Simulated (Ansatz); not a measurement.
NaSe on several prototypes, a ranking of structure types by relaxed energy

With the Python package of Ansatz (0.2.0).

Typed at the interpreter:
```pycon
>>> import warnings
>>> import ansatz as az
>>> import numpy as np
>>> import spglib
>>> def zincblende(A, B, a):
...     return (
...         az.Lattice.fcc(a)
...         .space_group(216)
...         .atom(A, (0, 0, 0))
...         .atom(B, (0.25, 0.25, 0.25))
...         .primitive()
...     )
...
>>> def cuau(a_site, b_site, a):
...     return (
...         az.Lattice.from_parameters(a, a, 1.35 * a, alpha=90, beta=90, gamma=90)
...         .space_group(123)
...         .atom(a_site, (0, 0, 0))
...         .atom(b_site, (0.5, 0.5, 0.5))
...     )
...
>>> def rocksalt(A, B, a):
...     return (
...         az.Lattice.fcc(a)
...         .space_group(225)
...         .atom(A, (0, 0, 0))
...         .atom(B, (0.5, 0.5, 0.5))
...         .primitive()
...     )
...
>>> def run_phase(name, crystal):
...     calc = crystal.calculation()
...     calc = calc.accuracy("medium")
...     calc = calc.basis(550, density_ratio=8)
...     calc = calc.functional("r2scan")
...     calc = calc.kpoints(spacing=0.3)
...     calc = calc.occupations("gaussian", width=0.05).stress()
...     calc = calc.band_table()
...     calc = calc.relax(force_tolerance=0.02, max_steps=60, cell=True)
...     return calc.run(threads=1, pin="off")
...
>>> def volume_per_atom(outcome):
...     return abs(np.linalg.det(outcome.lattice.cell_ang)) / len(outcome.lattice.sites)
...
>>> def space_group(outcome):
...     sites = outcome.report["lattice"]["sites"]
...     kinds = sorted({site["symbol"] for site in sites})
...     cell = (outcome.lattice.cell_ang, [site["position_frac"] for site in sites], [kinds.index(site["symbol"]) for site in sites])
...     return spglib.get_spacegroup(cell, symprec=0.01)
...
>>> # starting lattice constants are rough guesses; the relaxation finds the rest
>>> warnings.simplefilter("ignore", az.DeckWarning)
>>> phases = {}
>>> phases["zincblende"] = zincblende("Na", "Se", 6.4)
>>> phases["CuAu"] = cuau("Na", "Se", 3.41)
>>> phases["rocksalt"] = rocksalt("Na", "Se", 5.99)
>>> done = {}
>>> for name, crystal in phases.items():
...     try:
...         done[name] = run_phase(name, crystal)
...     except az.NonConvergedError as error:
...         print(name, "did not converge:", str(error)[:120])
...
>>> energy = {name: o.report["energy_sigma0_ev"] / len(o.lattice.sites) for name, o in done.items()}
>>> lowest = min(energy.values())
>>> rows = [(name, len(o.lattice.sites), 1000 * (energy[name] - lowest), volume_per_atom(o), space_group(o)) for name, o in done.items()]
>>> rows.sort(key=lambda row: row[2])
>>> print("     phase       atoms  dE (meV/atom)  V (A^3/atom)  space group")
     phase       atoms  dE (meV/atom)  V (A^3/atom)  space group
>>> for row in rows:
...     print(f"{str(row[0]):>10}  {row[1]:10d}  {row[2]:13.1f}  {row[3]:12.3f}  {str(row[4]):>11}")
...
      CuAu           2            0.0        21.476  P4/mmm (123)
  rocksalt           2          263.1        25.256  Fm-3m (225)
zincblende           2          522.0        34.711  F-43m (216)
```

By space group at the end of each run: P4/mmm (+0 meV an atom, 21.5 Å³), Fm-3m (+263 meV an atom, 25.3 Å³) and F-43m (+522 meV an atom, 34.7 Å³).

Notes:
- These settings explore the input space; cutoff and mesh may be short of convergence.
- The cells are built on prototypes, so most aren't the phase found in nature. Rows bear the name of their start, and a relaxation keeps or raises the symmetry. Differences under about 40 meV an atom lie within the error of mesh and functional.
- Run time: 2.9 min on 1 thread of Arm Neoverse N1 (shared host), peak memory 0.97 GiB.
